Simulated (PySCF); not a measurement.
# C3H9OSb (SbMe2(OMe)): the cost of one run

Computed with PySCF 2.14.0 and routines of our own; the level stands in each step. Atoms count from 0.

## Step 1: The system as given

14 atoms, charge 0, multiplicity 1; geometry from: GFN2-xTB.

## Step 2: Relaxing the molecule at PBE0-D3(BJ)/def2-SVP

Job settings and geometry (Å):

```
{"job": {"xc": "PBE0", "basis": "def2-SVP", "d3": "d3bj", "grid": 1, "maxiter": 30, "shake": 0.03, "kind": "geom"}, "charge": 0, "multiplicity": 1}
Sb     0.381790     0.401100     0.978390
C      2.016120     0.356480    -0.360940
H      1.615730     0.009010    -1.340510
H      2.873070    -0.312820     0.023760
H      2.469530     1.332950    -0.490290
C     -0.696750     1.917750    -0.331310
H     -0.075330     2.811260    -0.378770
H     -1.629330     2.146640     0.038730
H     -0.770980     1.468200    -1.248480
O     -0.533530    -1.079540     0.013780
C     -1.258920    -2.077230     0.680540
H     -0.577600    -2.638820     1.355010
H     -1.703240    -2.715800    -0.138870
H     -2.129980    -1.663000     1.242180
```

The run is started by

```console
> OMP_NUM_THREADS=1 python heavy_run.py task.json out
```

One launch serves the whole session: the jobs run in the order shown.

Q: Estimate the wall time and peak memory of this first job on 1 thread of Arm Neoverse V1, shared host.

About 49 s, with a peak of 0.47 GiB.
